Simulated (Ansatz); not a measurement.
# SiO₂: a line through a two-coordinate scan

How does the energy of SiO2 (P4_2/mnm, No. 136; 6 atoms in the cell) vary with lattice constant a (and b), at lattice constant c = 2.342 Å?

Method: DFT LDA, scalar-relativistic, plane waves, PAW, in Ansatz 0.2.0.

71 further runs of the same task are left out: 71 set aside as unsound or not needed.

### 1 The system as given

It takes space group P4_2/mnm (No. 136, tetragonal). Conventional cell: a = 4.155 Å, b = 4.155 Å, c = 2.661 Å, α = 90.00°, β = 90.00°, γ = 90.00°. Si (site symmetry mmm) has 6 O at 1.75 to 1.80 Å as nearest neighbours. Around O (site symmetry m2m) lie 3 Si at 1.75 to 1.80 Å.

Structure file:

```xyz
6
Lattice="4.1552 0.0000 0.0000 0.0000 4.1552 0.0000 0.0000 0.0000 2.6613" Properties=species:S:1:pos:R:3 pbc="T T T"
Si    2.0776    2.0776    1.3307
Si    0.0000    0.0000    0.0000
O     2.8854    2.8854    0.0000
O     0.8079    3.3473    1.3307
O     1.2697    1.2697    0.0000
O     3.3473    0.8079    1.3307
```

It goes back to an entry of the Materials Project, which need not be the stable form.

This cell was relaxed beforehand with the same method: volume 7.66 Å³/atom, gap on the mesh 5.82 eV.

### 2 The scan

The energy is mapped over the lattice constants a and c of the conventional cell.

- lattice constant a (and b): 11 values from 4.030 to 4.280 Å
- lattice constant c: 11 values from 2.342 to 2.981 Å

Nothing else is relaxed (fractional coordinates fixed). Energies count from the relaxed crystal. Points are written as (first, second).

### 3 Grid point (4.055 Å, 2.342 Å)

Contents of input.yaml:

```yaml
crystal:
  lattice:
    - [4.0554, 0.0, 0.0]
    - [0.0, 4.0554, 0.0]
    - [0.0, 0.0, 2.342]
  atoms:
    - { symbol: Si, position: [0.5, 0.5, 0.5] }
    - { symbol: Si, position: [0.0, 0.0, 0.0] }
    - { symbol: O, position: [0.6944252994, 0.6944252994, 0.0] }
    - { symbol: O, position: [0.1944252994, 0.8055747006, 0.5] }
    - { symbol: O, position: [0.3055747006, 0.3055747006, 0.0] }
    - { symbol: O, position: [0.8055747006, 0.1944252994, 0.5] }
basis:
  ecutwfc: 520.0
kpoints:
  mp_grid: { grid: [6, 6, 8] }
hamiltonian:
  xc: lda
  pseudopotentials: { kind: paw, azcp: { folder: soft_1 } }
scf:
  occupations: { method: gaussian, width: 0.05 }
output:
  forces: true
  stress: true
  eigenvalues: true
```

On the command line:

```sh
ansatz run input.yaml --threads 2 --pin off --max-ram 4096MiB --backend cpu --events-out ev --progress --plain --runs-dir out
```

The session goes on with these runs: the other points of the line.

What does the calculation give? Wanted: for each run, lattice constant a; energy; slope; pressure; largest force on an atom.

The runs gave:

| lattice constant a (and b) (Å) | step | energy (meV/atom) | slope (meV/atom per Å) | pressure (GPa) | band gap on the k-mesh (eV) | largest force on an atom (eV/Å) |
| --- | --- | --- | --- | --- | --- | --- |
| 4.030 | – | 473 | −1391 | 103 | 8.93 | 1.86 |
| 4.055 | 3 | 440 | −1234 | 96 | 9.03 | 1.67 |
| 4.080 | 4 | 411 | −1084 | 88 | 8.95 | 1.49 |
| 4.105 | 5 | 386 | −940 | 81 | 8.76 | 1.30 |
| 4.130 | 6 | 364 | −801 | 75 | 8.48 | 1.10 |
| 4.155 | 7 | 346 | −669 | 69 | 8.22 | 0.91 |
| 4.180 | 8 | 331 | −541 | 63 | 7.96 | 0.71 |
| 4.205 | 9 | 319 | −419 | 57 | 7.70 | 0.52 |
| 4.230 | 10 | 310 | −303 | 51 | 7.45 | 0.32 |
| 4.255 | 11 | 304 | −190 | 46 | 7.21 | 0.12 |
| 4.280 | 12 | 301 | −83 | 42 | 6.97 | 0.07 |

Energies count from the relaxed crystal. Rows without a step come from runs not printed here or follow by symmetry. Slopes come from the forces (and the stress, where the cell changes), not from differences of energies.

**Reading.** Along this line the energy keeps falling to 4.280 Å, the edge of the range. The highest point computed, at 4.030 Å, lies 172 meV/atom above the lowest. This is one cut through a surface in two coordinates; the map's lowest point lies off it. A rigid map gives upper bounds: relaxing the other coordinates can only lower a point.

The gaps are Kohn-Sham values of a semilocal functional, not quasiparticle or optical gaps. Such gaps usually fall short of the measured ones.
